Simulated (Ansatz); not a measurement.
# AlH₂Br (SMILES [AlH2][Br]): single points off equilibrium

The task here is to estimate one member of a computed series from the others.

Computed with Ansatz 0.2.0, Gaussian basis. Level: single points in def2-TZVPP.

Cores are frozen in the correlated methods. Filled d shells of the heavier atoms are correlated.

### The starting structure

SMILES `[AlH2][Br]`, 4 atoms, charge 0, spin multiplicity 1.

Atoms are counted from 1 here; the program's logs count them from 0.

Bond lengths: Al1–Br2 2.276 Å, Al1–H3 1.524 Å, Al1–H4 1.307 Å. Angles: Br2–Al1–H3 111.8°, Br2–Al1–H4 123.7°, H3–Al1–H4 124.2°.

Geometry (Å):

```
Al   -0.2056    0.0484   -0.1110
Br    1.6972    0.4865    1.0591
H    -0.4666   -1.4486   -0.2264
H    -0.9218    0.9679   -0.7034
```

The first run:

The input, run/in.yaml:

```yaml
crystal:
  periodic: [false, false, false]
  atoms:
    - {symbol: Al, position_ang: [-0.205600, 0.048400, -0.111000]}
    - {symbol: Br, position_ang: [1.697200, 0.486500, 1.059100]}
    - {symbol: H, position_ang: [-0.466600, -1.448600, -0.226400]}
    - {symbol: H, position_ang: [-0.921800, 0.967900, -0.703400]}
basis:
  gaussian: {orbitals: def2-TZVPP}
correlation: {method: ccsd_t}
output: {forces: true}
```

The command line of these runs was not kept.

Among the steps run: CCSD(T)/def2-TZVPP; PBE0-D4/def2-TZVPP; wB97M-V/def2-TZVPP; r2SCAN-D4/def2-TZVPP; PBE-D4/def2-TZVPP; BHLYP-D4/def2-TZVPP; HSE06-D4/def2-TZVPP.

One of the session's tables, all rows but one given; the rest of the session is left out.

| method | RMS force component (eV/Å) | angle to CCSD(T) forces (°) | dipole (D) |
| --- | --- | --- | --- |
| CCSD(T) | 2.646 | reference | 1.67 |
| PBE0-D4 | 2.636 | 0.6 | 1.66 |
| wB97M-V | ? | ? | ? |
| r2SCAN-D4 | 2.634 | 0.4 | 1.62 |
| PBE-D4 | 2.629 | 1.7 | 1.51 |
| BHLYP-D4 | 2.585 | 1.4 | 1.80 |
| HSE06-D4 | 2.638 | 0.6 | 1.66 |

**Question.** Estimate the row for wB97M-V.

**Answer.** RMS force component (eV/Å): 2.578; angle to CCSD(T) forces (°): 0.9; dipole (D): 1.74. In the column «RMS force component (eV/Å)» it is the lowest.
